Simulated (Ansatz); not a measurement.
# C₂H₈GeO₂: up Jacob's ladder to CCSD(T)

One table from this session's results is given with a row withheld; the runs are named, their logs left out.

Computed with Ansatz 0.2.0, Gaussian basis. Level: functionals in def2-TZVPP, the program's frozen cores in correlated methods.

Levels to be run: PBE-D4, r2SCAN-D4, PBE0-D4, B3LYP-D4, ωB97X-V, ωB97M-V, B2PLYP; CCSD(T)/def2-TZVPP; MP2/def2-QZVPP; extrapolation to the limit.

**The relaxed structure**

An earlier PBE0-D4 in a triple-zeta def2 set relaxation fixed the geometry.

13 atoms, charge 0, spin multiplicity 1.

Atoms are counted from 1 here; the program's logs count them from 0.

Bond lengths: C1–C2 1.523 Å, C1–H6 1.092 Å, C1–H7 1.093 Å, C1–H8 1.093 Å, C2–Ge3 1.934 Å, C2–H9 1.093 Å, C2–H10 1.093 Å, Ge3–O4 1.777 Å, Ge3–O5 1.784 Å, Ge3–H11 1.549 Å, O4–H12 0.959 Å, O5–H13 0.959 Å. Angles: C2–C1–H6 111.2°, C2–C1–H7 111.2°, C2–C1–H8 111.7°, H6–C1–H7 107.7°, H6–C1–H8 107.6°, H7–C1–H8 107.3°, C1–C2–Ge3 113.1°, C1–C2–H9 111.2°, C1–C2–H10 111.6°, Ge3–C2–H9 106.1°, Ge3–C2–H10 107.8°, H9–C2–H10 106.7°, C2–Ge3–O4 106.0°, C2–Ge3–O5 108.0°, C2–Ge3–H11 116.5°, O4–Ge3–O5 108.9°, O4–Ge3–H11 110.0°, O5–Ge3–H11 107.2° and more.

Geometry (Å):

| atom | x (Å) | y (Å) | z (Å) |
| --- | --- | --- | --- |
| C1 | -1.8337 | 0.4044 | -0.0271 |
| C2 | -0.7299 | -0.4947 | -0.5676 |
| Ge3 | 1.0423 | 0.0880 | -0.0560 |
| O4 | 2.1673 | -1.0921 | -0.7625 |
| O5 | 1.1593 | 0.0059 | 1.7223 |
| H6 | -1.8021 | 0.4574 | 1.0634 |
| H7 | -2.8208 | 0.0326 | -0.3125 |
| H8 | -1.7480 | 1.4252 | -0.4096 |
| H9 | -0.8331 | -1.5169 | -0.1933 |
| H10 | -0.7589 | -0.5549 | -1.6588 |
| H11 | 1.4459 | 1.5227 | -0.4763 |
| H12 | 3.0612 | -1.0145 | -0.4227 |
| H13 | 1.6504 | 0.7370 | 2.1008 |

The first run:

Contents of in.yaml:

```yaml
crystal:
  periodic: [false, false, false]
  atoms:
    - {symbol: C, position_ang: [-1.833723, 0.404387, -0.027125]}
    - {symbol: C, position_ang: [-0.729873, -0.494714, -0.567587]}
    - {symbol: Ge, position_ang: [1.042321, 0.087971, -0.056029]}
    - {symbol: O, position_ang: [2.167349, -1.092108, -0.762508]}
    - {symbol: O, position_ang: [1.159337, 0.005936, 1.722270]}
    - {symbol: H, position_ang: [-1.802101, 0.457405, 1.063357]}
    - {symbol: H, position_ang: [-2.820849, 0.032569, -0.312540]}
    - {symbol: H, position_ang: [-1.748022, 1.425151, -0.409564]}
    - {symbol: H, position_ang: [-0.833055, -1.516857, -0.193277]}
    - {symbol: H, position_ang: [-0.758901, -0.554933, -1.658770]}
    - {symbol: H, position_ang: [1.445942, 1.522707, -0.476330]}
    - {symbol: H, position_ang: [3.061173, -1.014467, -0.422715]}
    - {symbol: H, position_ang: [1.650401, 0.736952, 2.100819]}
basis:
  gaussian: {orbitals: def2-TZVPP}
hamiltonian: {xc: pbe, dispersion: d4}
output: {forces: true, orbitals: {seedname: orbitals}}
```

Command:

```console
> ansatz run in.yaml --threads 2 --pin off --events-out ev --progress --plain --max-ram 22528MiB --backend cuda --devices 0, --max-vram 18GiB
```

Steps of the session up to this table: PBE-D4 (GGA); r2SCAN-D4 (meta-GGA); PBE0-D4 (hybrid); B3LYP-D4 (hybrid); ωB97X-V (range-separated); ωB97M-V (range-separated); B2PLYP (double hybrid); CCSD(T) in def2-TZVPP; MP2 in def2-QZVPP.

One table of the session follows, with a row left open; its other results are not shown here.

It belongs to the step «Atomisation energies». 

| method | atomisation energy (kJ/mol) |
| --- | --- |
| PBE-D4 | 4842.1 |
| r2SCAN-D4 | 4786.6 |
| PBE0-D4 | 4758.4 |
| B3LYP-D4 | 4759.1 |
| ωB97X-V | 4790.9 |
| ωB97M-V | 4779.4 |
| B2PLYP | 4729.0 |
| HF/def2-TZVPP | 3448.8 |
| MP2/def2-TZVPP | ? |
| CCSD/def2-TZVPP | 4626.7 |
| CCSD(T)/def2-TZVPP | 4693.1 |
| MP2/CBS | 4875.1 |
| CCSD(T)/CBS | 4805.5 |

Estimate the missing values for MP2/def2-TZVPP.

As computed: atomisation energy (kJ/mol): 4762.8. In the column «atomisation energy (kJ/mol)» it lies between B3LYP-D4 (4759.1) and ωB97M-V (4779.4).

Limits of these values: Free atoms (2 C, 1 Ge, 2 O, 8 H) were run apart at each level; the atomisation energy is their sum less the molecule, without zero-point or spin-orbit terms.
